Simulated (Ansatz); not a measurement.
# BiAs4Se: the cost of one run

Method: DFT PBE, scalar-relativistic, plane waves, PAW, in Ansatz 0.2.0.

2 further runs of the same task are left out: 1 that didn't finish, 1 set aside as unsound or not needed.

**1. Starting point**

Symmetry: P4/mmm, No. 123, tetragonal system. Conventional cell: a = 4.457 Å, b = 4.457 Å, c = 6.452 Å, α = 90.00°, β = 90.00°, γ = 90.00°. Around Bi (site symmetry 4/mmm) lie 8 As at 2.68 Å. As (site symmetry 2mm) has 2 Bi at 2.68 Å and 2 Se at 2.82 Å as nearest neighbours. Se (site symmetry 4/mmm) has 8 As at 2.82 Å as nearest neighbours.

As a file:

```
Bi As Se
1.0
     4.45664    0.00000    0.00000
     0.00000    4.45664    0.00000
     0.00000    0.00000    6.45180
Bi As Se
1 4 1
Cartesian
  2.2283 2.2283 3.2259
  2.2283 0.0000 4.7181
  0.0000 2.2283 1.7337
  2.2283 0.0000 1.7337
  0.0000 2.2283 4.7181
  0.0000 0.0000 0.0000
```

The cell is invented: species swapped into a database cell of NaErF4 (P4/mmm, No. 123), with Se on the Na sites, Bi on the Er sites and As on the F sites. The dimensions are guesses.

**2. The guess as it stands, on a coarse mesh**

The input, input.yaml:

```yaml
crystal:
  lattice:
    - [4.45663667, 0.0, 0.0]
    - [0.0, 4.45663667, 0.0]
    - [0.0, 0.0, 6.45179624]
  atoms:
    - { symbol: Bi, position: [0.5, 0.5, 0.5] }
    - { symbol: As, position: [0.5, 0.0, 0.7312811] }
    - { symbol: As, position: [0.0, 0.5, 0.2687189] }
    - { symbol: As, position: [0.5, 0.0, 0.2687189] }
    - { symbol: As, position: [0.0, 0.5, 0.7312811] }
    - { symbol: Se, position: [0.0, 0.0, 0.0] }
basis:
  ecutwfc: 420
kpoints:
  mp_grid: { grid: [4, 4, 4] }
hamiltonian:
  xc: pbe
scf:
  occupations: { method: gaussian, width: 0.1 }
  lower_state_search: "off"
output:
  forces: true
  stress: true
  eigenvalues: true
```

The run is started by

```bash
$ ansatz run input.yaml --threads 1 --pin off --max-ram 2560MiB --backend cpu --events-out ev --progress --plain --runs-dir out
```

What time and memory should one allow on 1 thread of Intel Xeon at 2.50GHz (Skylake/Cascade Lake), shared host?

About 13 s, with a peak of 0.46 GiB.
